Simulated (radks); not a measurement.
# Se²⁻ held by a Watson sphere

An exercise on one series of results from a longer session: the logs are not shown, and one member is left open.

Program: radks (a radial shooting solver on a logarithmic mesh, Libxc functionals) version 1. Level of theory: scalar-relativistic Kohn-Sham, PBE, spin-polarised, spherical densities, finite nucleus. These are calculated values, not measurements, unless marked.

**The atom as given**

| Quantity | Value |
| --- | --- |
| element | selenium (Z = 34) |
| charge | -2 |
| electrons | 36 |
| configuration | [Kr] |
| nuclear rms radius | 4.14 fm |

Outer shells as boxes (Hund's rule):

Se²⁻
```
[Ar] core
3d [↑↓][↑↓][↑↓][↑↓][↑↓]
4s [↑↓]
4p [↑↓][↑↓][↑↓]
```

Set-up of the first run:

Settings of this run:

```text
Z 34
configuration [Kr]
relativity scalar-relativistic
functional pbe,pbe
spin polarised
nucleus finite rms 4.14 fm
c 137.035999084
watson charge 1.39 radius 2.5 bohr
response adiabatic LDA kernel
```

Among the steps run: R = 2.5 bohr; R = 2.63 bohr; R = 2.99 bohr; R = 3.12 bohr; R = 3.21 bohr; R = 4.01 bohr; R = 4.87 bohr.

One table of the session follows, with a row left open; its other results are not shown here.

| R (bohr) | highest level (eV) | its <r> (bohr) | sum of <r²> (bohr²) | α (bohr³) |
| --- | --- | --- | --- | --- |
| 2.5 | -2.564 | 2.476 | 60.63 | 53.64 |
| 2.63 | -2.459 | 2.506 | 61.84 | 57.11 |
| 2.99 | -2.156 | 2.585 | 65.17 | 68.44 |
| 3.12 | -2.045 | 2.612 | 66.37 | 73.19 |
| 3.21 | -1.968 | 2.630 | 67.20 | 76.69 |
| 4.01 | ? | ? | ? | ? |
| 4.87 | -0.774 | 2.915 | 82.28 | 187.3 |

**Question.** Estimate the row for R (bohr) = 4.01.

Worked estimate for «highest level (eV)». A straight line through the neighbours (3.21, -1.968) and (4.87, -0.774) gives -1.968 + (-0.774 + 1.968) × (4.01 − 3.21) / (4.87 − 3.21) = -1.393; a parabola fitted to 3 rows on both sides gives -1.339.

As computed: highest level (eV): -1.331; its <r> (bohr): 2.779; sum of <r²> (bohr²): 74.45; α (bohr³): 117.1. In «highest level (eV)» the line misses by -0.062 and the parabola by -0.008.

In words: From R = 2.5 to 4.87 bohr the top level moves from -2.564 to -0.774 eV and its mean radius from 2.48 to 2.92 bohr. A wider sphere makes a shallower well, so the ion swells.
